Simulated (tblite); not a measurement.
# CH7BGeO2: the cost of one run

Programs: tblite 0.8.0 and PySCF 2.14.0, with density-fitted response routines of our own. Each step states its level of theory. These are calculated values for one molecule in the gas phase, unless marked as measured. Atoms count from 0, in the outputs and in this text.

## 1. Starting geometry

12 atoms, charge 0, multiplicity 1; geometry from: force field or distance geometry start.

Bonds of the start (Å): C0–Ge1 1.92, Ge1–B2 2.03, B2–O3 1.48, B2–O4 1.46, C0–H5 1.12, C0–H6 1.12, C0–H7 1.10, Ge1–H8 1.56, Ge1–H9 1.56, O3–H10 0.99, O4–H11 1.00.

## 2. Geometry optimisation with GFN2-xTB

What the job is given:

```
{"job": {"kind": "relax", "xc": "GFN2-xTB", "basis": "xTB"}, "charge": 0, "multiplicity": 1}
C     -1.743800     0.391000    -0.562200
Ge    -0.562500    -0.524700     0.649700
B      1.297700    -0.583800    -0.163800
O      1.529900     0.159400    -1.422100
O      2.409900    -0.597200     0.788600
H     -2.787900    -0.001900    -0.493400
H     -1.773500     1.463100    -0.225100
H     -1.350100     0.352300    -1.591200
H     -0.487800     0.182300     2.042400
H     -0.981700    -2.004800     0.878200
H      2.148800     0.909500    -1.221500
H      2.302100     0.254000     1.294400
```

Started as:

```bash
$ OMP_NUM_THREADS=1 python probes_run.py task.json out
```

The driver reads the jobs from task.json and runs them one after another.

**Question.** How long does this first job take on 1 thread of Intel Xeon at 2.50GHz, shared host, and how much memory does it need?

About 1.1 s, with a peak of 0.18 GiB.
